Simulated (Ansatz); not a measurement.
# CH3ClOZn: basis-set convergence

The task here is to estimate one member of a computed series from the others.

Computed with Ansatz 0.2.0, Gaussian basis. Level: one geometry, several basis sets.

The runs, in order: PBE0-D4/def2-SVP; ωB97M-V/def2-SVP; PBE0-D4/def2-QZVPP; ωB97M-V/def2-QZVPP; the functionals' def2-TZVPP values are taken from earlier runs.

### The relaxed structure

An earlier PBE0-D4 in a triple-zeta def2 set relaxation fixed the geometry.

7 atoms, charge 0, spin multiplicity 1.

Atoms are counted from 1 here; the program's logs count them from 0.

Bond lengths: C1–O2 1.402 Å, C1–H5 1.095 Å, C1–H6 1.098 Å, C1–H7 1.098 Å, O2–Zn3 1.763 Å, Zn3–Cl4 2.084 Å. Angles: O2–C1–H5 108.3°, O2–C1–H6 112.7°, O2–C1–H7 112.7°, H5–C1–H6 107.5°, H5–C1–H7 107.5°, H6–C1–H7 107.9°, C1–O2–Zn3 126.5°, O2–Zn3–Cl4 175.5°.

The first run:

File in.yaml:

```yaml
crystal:
  periodic: [false, false, false]
  atoms:
    - {symbol: C, position_ang: [0.146267, 1.090184, 0.177241]}
    - {symbol: O, position_ang: [-0.537563, 0.111281, -0.558025]}
    - {symbol: Zn, position_ang: [-0.351599, -1.635236, -0.403938]}
    - {symbol: Cl, position_ang: [-0.245074, -3.715203, -0.339688]}
    - {symbol: H, position_ang: [-0.196851, 2.074159, -0.159003]}
    - {symbol: H, position_ang: [-0.048291, 1.023758, 1.255582]}
    - {symbol: H, position_ang: [1.233111, 1.051048, 0.027842]}
basis:
  gaussian: {orbitals: def2-SVP}
hamiltonian: {xc: pbe0, dispersion: d4}
output: {orbitals: {seedname: orbitals}}
```

Started as:

```bash
$ ansatz run in.yaml --threads 4 --pin off --events-out ev --progress --plain --max-ram 10444MiB
```

Among the steps run: PBE0-D4 in def2-SVP; ωB97M-V in def2-SVP; PBE0-D4 in def2-QZVPP; ωB97M-V in def2-QZVPP.

One table of the session follows, with a row left open; its other results are not shown here.

It belongs to the step «Density functionals: the series». 

| functional | basis | HOMO (eV) |
| --- | --- | --- |
| PBE0-D4 | def2-SVP | -7.39 |
| PBE0-D4 | def2-TZVPP | -7.73 |
| PBE0-D4 | def2-QZVPP | -7.76 |
| ωB97M-V | def2-SVP | -9.75 |
| ωB97M-V | def2-TZVPP | -10.14 |
| ωB97M-V | def2-QZVPP | ? |

Estimate the missing values for ωB97M-V, def2-QZVPP.

As computed: HOMO (eV): -10.17. In the column «HOMO (eV)» it is the lowest.
